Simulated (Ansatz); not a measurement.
# CH6O2Si2: up Jacob's ladder to CCSD(T)

Aim: compute CH6O2Si2 with functionals from several rungs and with coupled cluster, and see how far each lands from CCSD(T) at the basis-set limit for the atomisation energy.

Method: functionals in def2-TZVPP, the program's frozen cores in correlated methods; program: Ansatz 0.2.0, Gaussian basis.

Levels to be run: PBE-D4, r2SCAN-D4, PBE0-D4, B3LYP-D4, ωB97X-V, ωB97M-V, B2PLYP; CCSD(T)/def2-TZVPP; MP2/def2-QZVPP; extrapolation to the limit.

## 1. The geometry

The geometry comes from an earlier relaxation with PBE0-D4 in a triple-zeta def2 set; it is a stationary point, not always the lowest conformer.

SMILES `C1O[SiH2]O[SiH2]1`, 11 atoms, charge 0, spin multiplicity 1.

Atoms are counted from 1 here; the program's logs count them from 0.

Bond lengths: C1–O2 1.432 Å, C1–Si5 1.912 Å, C1–H6 1.094 Å, C1–H7 1.094 Å, O2–Si3 1.649 Å, Si3–O4 1.650 Å, Si3–H8 1.482 Å, Si3–H9 1.482 Å, O4–Si5 1.655 Å, Si5–H10 1.485 Å, Si5–H11 1.485 Å. Angles: O2–C1–Si5 106.8°, O2–C1–H6 108.9°, O2–C1–H7 108.8°, Si5–C1–H6 112.4°, Si5–C1–H7 112.5°, H6–C1–H7 107.3°, C1–O2–Si3 117.7°, O2–Si3–O4 102.9°, O2–Si3–H8 111.0°, O2–Si3–H9 110.8°, O4–Si3–H8 110.7°, O4–Si3–H9 110.8°, H8–Si3–H9 110.4°, Si3–O4–Si5 114.2°, C1–Si5–O4 98.4°, C1–Si5–H10 113.6°, C1–Si5–H11 113.6°, O4–Si5–H10 110.8° and more.

## 2. PBE-D4 (GGA)

Input file in.yaml:

```yaml
crystal:
  periodic: [false, false, false]
  atoms:
    - {symbol: C, position_ang: [0.638694, 1.100596, 0.169424]}
    - {symbol: O, position_ang: [-0.640273, 0.943704, 0.794898]}
    - {symbol: Si, position_ang: [-1.429390, -0.488056, 0.577557]}
    - {symbol: O, position_ang: [-0.399564, -1.332704, -0.395704]}
    - {symbol: Si, position_ang: [0.985205, -0.516523, -0.789544]}
    - {symbol: H, position_ang: [1.389464, 1.297467, 0.941086]}
    - {symbol: H, position_ang: [0.606718, 1.976614, -0.485607]}
    - {symbol: H, position_ang: [-1.622725, -1.188398, 1.869229]}
    - {symbol: H, position_ang: [-2.733121, -0.274552, -0.093519]}
    - {symbol: H, position_ang: [1.086001, -0.327068, -2.258800]}
    - {symbol: H, position_ang: [2.184290, -1.248282, -0.308419]}
basis:
  gaussian: {orbitals: def2-TZVPP}
hamiltonian: {xc: pbe, dispersion: d4}
output: {forces: true, orbitals: {seedname: orbitals}}
```

On the command line:

```sh
$ ansatz run in.yaml --threads 4 --pin off --events-out ev --progress --plain --max-ram 10444MiB
```

The runs that follow: r2SCAN-D4 (meta-GGA); PBE0-D4 (hybrid); B3LYP-D4 (hybrid); ωB97X-V (range-separated); ωB97M-V (range-separated); B2PLYP (double hybrid); CCSD(T) in def2-TZVPP; MP2 in def2-QZVPP.

Q: Predict the results of all the runs planned. Wanted: atomisation energy, CCSD(T)/CBS; farthest; mean size of error, hybrid; mean size of error, range-separated; gap, smallest and largest; T1 diagnostic; triples share of the correlation energy.

As calculated:

| quantity | value |
| --- | --- |
| atomisation energy, CCSD(T)/CBS | 4174.9 kJ/mol |
| functionals within 20.9 kJ/mol (0.5 %) | PBE-D4, r2SCAN-D4, ωB97X-V, ωB97M-V |
| farthest | B2PLYP (-66.6 kJ/mol) |
| mean size of error, hybrid | 44.5 kJ/mol |
| mean size of error, range-separated | 5.7 kJ/mol |
| gap, smallest and largest | 5.75 eV (PBE-D4), 12.57 eV (ωB97X-V) |
| T1 diagnostic | 0.0123 |
| triples share of the correlation energy | 3.6 % |

In words: PBE-D4 is off by +3.4 kJ/mol. Double hybrids carry the basis error of their MP2 part in triple zeta, and no dispersion term here, so their miss is partly the set-up's. The reference freezes the cores and leaves out relativity and excitations past (T), so misses under about 20.9 kJ/mol can't be ranked. Hartree-Fock recovers 73 % of the binding; the rest is correlation. The gap grows from 5.8 to 12.6 eV across the functionals, mostly with the share of exact exchange.
